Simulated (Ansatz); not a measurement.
## MnCrSb under changes of volume

One of the cells (16.513 Å³/atom); the others are scaled copies at fixed shape and fractional positions:

```xyz
6
Lattice="4.5451 0.0000 0.0000 -2.2725 3.9362 0.0000 0.0000 0.0000 5.5383" Properties=species:S:1:pos:R:3 pbc="T T T"
Sb    0.0000    2.6241    1.3846
Sb    2.2725    1.3121    4.1537
Mn    0.0000    0.0000    2.7691
Mn    0.0000    0.0000    0.0000
Cr    0.0000    2.6241    4.1537
Cr    2.2725    1.3121    1.3846
```

The cell comes from a database or a generator and needn't be the stable form of this composition.

| Item | Value |
| --- | --- |
| Program | Ansatz 0.2.0 |
| Functional | PBE |
| Potentials or basis | Ansatz PAW |
| Cutoff | 420 eV (not typed: the program's choice for these potentials) |
| k mesh | 7 × 7 × 5 |
| Occupations | fermi-dirac, width 0.05 eV |
| Spin | collinear spin, ferromagnetic start |
| Starting moments | [0.0, 0.0, 4.0, 4.0, 3.0, 3.0] μB |

| volume (Å³/atom) | energy over the lowest point (meV/atom) | pressure (GPa) | moment (μB per cell) |
| --- | --- | --- | --- |
| 15.523 | 27.20 | 6.8 | 1.16 |
| 15.853 | ? | ? | ? |
| 16.183 | 6.88 | 3.2 | 0.89 |
| 16.513 | 1.77 | 1.6 | 0.81 |
| 16.844 | 0.00 | 0.1 | 0.75 |
| 17.174 | 1.26 | -1.3 | 0.71 |
| 17.504 | 5.17 | -2.5 | 0.66 |

Question: What does the run at 15.853 Å³/atom give?

Answer: Energy over the lowest point 15.30 meV/atom; pressure 4.9 GPa; moment 1.01 μB per cell.

Worked out: A Birch-Murnaghan fit of order 3 (a polynomial in V^(-2/3)) to the other rows has its minimum at 16.87 Å³/atom with B0 = V·E''(V) = 74 GPa (rough, since the energies scatter) at fixed shape and positions, which overstates the stiffness. It gives 15.22 meV/atom at 15.853 Å³/atom, against the run's 15.30, and -dE/dV = 4.9 GPa, against 4.9. A parabola through the other rows of the moment, of slope -0.38 μB per Å³/atom there, gives 1.02 μB, against the run's 1.01.

Energies are extrapolated to zero smearing.

Caveats: the starting moments weren't kept; only a ferromagnetic start was run, and an antiferromagnetic order may lie lower in energy (some runs).
